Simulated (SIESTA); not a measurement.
Crystal: Mg2C.

```
Mg C
1.0
     4.48216    0.00000    0.00000
    -2.24108    3.88167    0.00000
     0.00000    0.00000    3.13451
Mg C
2 1
Direct
  0.33333 0.66667 0.94830
  0.66667 0.33333 0.05170
  0.00000 0.00000 0.50000
```

The cell was built by a generator and needn't be a form met in nature.

| Item | Value |
| --- | --- |
| Program | SIESTA 5.4.2 |
| Task | relaxation of cell and atoms |
| Functional | LDA |
| Potentials or basis | PseudoDojo 0.4 standard (LDA files) |
| Basis | DZP (energy shift 0.002 Ry) |
| Grid cutoff | 800 Ry |
| Energy shift | 0.002 Ry |
| k mesh | 5 × 5 × 7 |
| Occupations | fermi-dirac, width 0.05 eV |
| Spin | no spin polarisation |

At the start: pressure -7.6 GPa; volume 18.18 Å³/atom.

How do energy, volume and symmetry change on relaxing?

Over 23 steps the energy falls by 60.4 meV/atom and the volume is 14.99 Å³/atom (-17.6 %); space group P6/mmm (No. 191, to 0.05 Å).

The path:
```tsv
step	energy change (eV)	largest force (eV/Å)	pressure (GPa)	volume (Å³)
1	0.0000	0.7530	-7.64	54.53
2	-0.0415	0.8188	-7.56	54.19
3	0.2525	0.1704	-8.31	57.13
4	0.1324	0.3224	-7.59	55.16
5	-0.1264	0.0230	3.35	42.79
6	-0.1363	0.1231	-1.13	46.19
7	-0.1445	0.0544	1.14	44.31
8	-0.1436	0.0663	-0.04	45.24
9	-0.1354	0.0005	2.47	43.37
10	-0.1417	0.1311	0.61	44.73
11	-0.0982	0.0249	-2.60	48.04
12	-0.0808	0.0588	-2.08	47.66
13	-0.1386	0.0035	-0.60	45.72
14	-0.1606	0.0094	0.73	44.59
15	-0.1796	0.0041	-0.18	45.14
16	-0.1797	0.0040	-0.04	44.96
17	-0.1609	0.0014	0.11	45.08
18	-0.1784	0.0025	-0.05	44.97
19	-0.1704	0.0008	-0.01	45.11
20	-0.1813	0.0008	-0.05	44.99
21	-0.1810	0.0002	-0.01	44.97
22	-0.1811	0.0000	0.00	44.96
23	-0.1812	0.0000	0.00	44.96
```

Final structure:
```xyz
3
Lattice="4.3687 0.0000 0.0000 -2.1843 3.7834 0.0000 0.0000 0.0000 2.7203" Properties=species:S:1:pos:R:3 pbc="T T T"
Mg    0.0000    2.5223    2.7203
Mg    2.1844    1.2611    0.0000
C     0.0000    0.0000    1.3602
```

Caveat: semicore shells carry a single zeta, which can move pressures by several GPa and volumes by a few percent; the volume moved by over 15 % at a fixed basis, so the end points are rough; the basis of atomic orbitals isn't converged, which shifts pressures, moduli and gaps.
